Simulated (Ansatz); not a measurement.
# P: the cost of one run

Code: Ansatz 0.2.0. PAW datasets, plane waves. No spin polarisation and no zero-point or thermal motion.

## (1) The system as given

The cell was relaxed beforehand with r2SCAN+rVV10.

Space group Cmce (No. 64), orthorhombic; conventional cell a = 3.304 Å, b = 10.687 Å, c = 4.465 Å, 19.71 Å³ an atom. Around P lie 3 P at 2.21–2.25 Å.

Structure file:

```
P
1.0
     1.65189   -5.34329    0.00000
     1.65189    5.34329    0.00000
     0.00000    0.00000    4.46504
P
4
Direct
  0.40089 0.59911 0.91496
  0.59911 0.40089 0.08504
  0.09911 0.90089 0.41496
  0.90089 0.09911 0.58504
```

## (2) PBE bands along the symmetry lines

Input file input.yaml:

```yaml
crystal:
  lattice:
    - [1.6518914478, -5.3432859542, 0.0]
    - [1.6518914478, 5.3432859542, 0.0]
    - [0.0, 0.0, 4.4650432591]
  atoms:
    - { symbol: P, position: [0.400892943, 0.599107057, 0.9149561209] }
    - { symbol: P, position: [0.599107057, 0.400892943, 0.0850438791] }
    - { symbol: P, position: [0.099107057, 0.900892943, 0.4149561209] }
    - { symbol: P, position: [0.900892943, 0.099107057, 0.5850438791] }
kpoints:
  mp_grid: { grid: [8, 8, 6] }
  band_path:
    path:
      - [[0.0, 0.0, 0.0], [-0.5, 0.5, 0.0], [-0.273893852844, 0.726106147156, 0.0]]
      - [[0.273893852844, 0.273893852844, 0.0], [0.0, 0.0, 0.0], [0.0, 0.0, 0.5], [0.273893852844, 0.273893852844, 0.5]]
      - [[-0.273893852844, 0.726106147156, 0.5], [-0.5, 0.5, 0.5], [-0.5, 0.5, 0.0]]
      - [[0.0, 0.0, 0.0], [-2.541389151663e-18, 0.5, 0.0], [-2.541389151663e-18, 0.5, 0.5], [0.0, 0.0, 0.5], [-0.5, 0.5, 0.5]]
    npoints: 10
hamiltonian:
  xc: pbe
scf:
  occupations: { method: fermi_dirac, width: 0.02 }
  n_extra_bands: 5
output:
  forces: true
  stress: true
  eigenvalues: true
```

The run is started by

```sh
ansatz run input.yaml --threads 2 --pin off --max-ram 29491MiB --backend cpu --events-out ev --progress --plain --runs-dir out
```

**Question.** How long does this run take on 2 threads of AMD EPYC 7R13 (Zen 3), shared host, and how much memory does it need?

About 3.7 s, with a peak of 0.52 GiB.
